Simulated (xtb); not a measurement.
**C6H12O2 (butyl acetate): GFN1-xTB**

Wanted: a geometry optimisation of C6H12O2 (butyl acetate). 

The calculation is run with xtb 6.7.1 later snapshot.

## Step 1: The molecule

C6H12O2 has 20 atoms, charge 0, and is taken as a singlet. As SMILES, `CCCCOC(C)=O`. All atoms were displaced at random from a relaxed shape. The run starts from this shape.

Some bond lengths: C1–C2 1.560 Å, C2–C3 1.496 Å, C3–C4 1.474 Å, C4–O5 1.524 Å, O5–C6 1.293 Å, C6–C7 1.491 Å, C6–O8 1.164 Å, C1–H9 1.203 Å, C1–H10 1.156 Å, C1–H11 1.132 Å, C2–H12 1.096 Å, C2–H13 1.136 Å, C3–H14 1.121 Å, C3–H15 1.214 Å, C4–H16 1.067 Å, C4–H17 1.064 Å. Some angles: C1–C2–C3 113.4°, C2–C3–C4 118.4°, C3–C4–O5 100.3°, C4–O5–C6 119.8°, O5–C6–C7 108.5°, O5–C6–O8 119.7°, C7–C6–O8 131.3°, C1–C2–H12 107.6°, C1–C2–H13 108.0°, C3–C2–H12 109.9°.

## Step 2: A structure relaxation at GFN1-xTB

detailed.inp

```
$opt
   engine=lbfgs
$end
```

mol.xyz

```xyz
20
C6H12O2
C      2.097840    -1.722920    -0.983660
C      1.288230    -1.020070     0.149990
C     -0.192900    -1.175460     0.007270
C     -1.062000    -0.617450     1.058880
O     -0.818250     0.872810     0.853080
C     -1.580820     1.544880     0.053250
C     -1.205180     2.985560     0.139900
O     -2.306600     0.980910    -0.661340
H      3.287700    -1.610020    -0.845840
H      1.967860    -1.323050    -2.060970
H      2.051170    -2.848010    -1.099120
H      1.617080    -1.446320     1.104550
H      1.545860     0.086460     0.131760
H     -0.468560    -0.866150    -1.034020
H     -0.344200    -2.379220    -0.046940
H     -2.096030    -0.744280     0.828830
H     -0.597210    -0.861280     1.984090
H     -0.464310     3.216970    -0.566440
H     -0.836070     3.252250     1.144640
H     -2.066370     3.542840    -0.053360
```

On the command line:

```console
xtb mol.xyz -I detailed.inp --uhf 0 -o normal --gfn 1 --parallel 1 > run.log
```

Q: Predict the results. Wanted: total energy at the end; dipole moment; HOMO energy; LUMO energy; HOMO–LUMO gap; dispersion energy.

Computed results:

Level: GFN1-xTB.

| quantity | value |
| --- | --- |
| total energy at the end | -28.59412 Eh |
| dipole moment | 2.44 D |
| HOMO energy | -12.56 eV |
| LUMO energy | -6.83 eV |
| HOMO–LUMO gap | 5.74 eV |
| dispersion energy | -19.50 kJ/mol |

In words: At the final geometry: Some bond lengths: C1–C2 1.527 Å, C2–C3 1.531 Å, C3–C4 1.528 Å, C4–O5 1.436 Å, O5–C6 1.334 Å, C6–C7 1.509 Å, C6–O8 1.202 Å, C1–H9 1.090 Å, C1–H10 1.091 Å, C1–H11 1.091 Å, C2–H12 1.095 Å, C2–H13 1.095 Å, C3–H14 1.093 Å, C3–H15 1.094 Å, C4–H16 1.097 Å, C4–H17 1.094 Å. Some angles: C1–C2–C3 111.4°, C2–C3–C4 111.6°, C3–C4–O5 111.2°, C4–O5–C6 117.0°, O5–C6–C7 111.4°, O5–C6–O8 124.2°, C7–C6–O8 124.4°, C1–C2–H12 109.6°, C1–C2–H13 109.5°, C3–C2–H12 109.5°. The optimisation took 17 steps and changed the energy by -1.451 eV. Mulliken charges run from -0.53 on O8 to +0.59 on C6.
